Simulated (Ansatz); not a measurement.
# P (fcc type): the cost of one run

Method: DFT LDA, with the methods named in each step, in Ansatz 0.2.0.

## (1) The starting structure

It takes space group Fm-3m (No. 225, cubic). Conventional cell: a = 3.812 Å, b = 3.812 Å, c = 3.812 Å, α = 90.00°, β = 90.00°, γ = 90.00°. P (site symmetry m-3m) has 12 P at 2.70 Å in its first shell of neighbours.

As a file:

```
P
1.0
     0.00000    1.90603    1.90603
     1.90603    0.00000    1.90603
     1.90603    1.90603    0.00000
P
1
Cartesian
  0.0000 0.0000 0.0000
```

Whether this phase is the stable one at these pressures isn't tested.

## (2) The reference volume, LAPW

The input, input.yaml:

```yaml
crystal:
  lattice:
    - [0.0, 1.9060334215, 1.9060334215]
    - [1.9060334215, 0.0, 1.9060334215]
    - [1.9060334215, 1.9060334215, 0.0]
  atoms:
    - { symbol: P, position: [0.0, 0.0, 0.0] }
kpoints:
  mp_grid: { grid: [17, 17, 17] }
  band_path:
    path:
      - [0.0, 0.0, 0.0]
      - [0.5, 0.0, 0.5]
      - [0.625, 0.25, 0.625]
      - [0.375, 0.375, 0.75]
      - [0.0, 0.0, 0.0]
      - [0.5, 0.5, 0.5]
      - [0.5, 0.25, 0.75]
      - [0.5, 0.0, 0.5]
    npoints: 14
scf:
  occupations: { method: fermi_dirac, width: 0.1 }
hamiltonian:
  xc: lda
  pseudopotentials: { kind: all_electron, lapw: { basis_error: 0.001 } }
output:
  forces: true
  stress: true
  eigenvalues: true
  populations: true
  dos: { projected: true, de: 0.2, e_range: [-14, 8] }
```

Run with:

```
$ ansatz run input.yaml --threads 1 --pin off --max-ram 2048MiB --backend cpu --events-out ev --progress --plain --runs-dir out
```

What time and memory should one allow on 1 thread of Intel Xeon Platinum 8259CL at 2.50GHz (Skylake/Cascade Lake), shared host?

About 7.5 s, with a peak of 0.28 GiB.
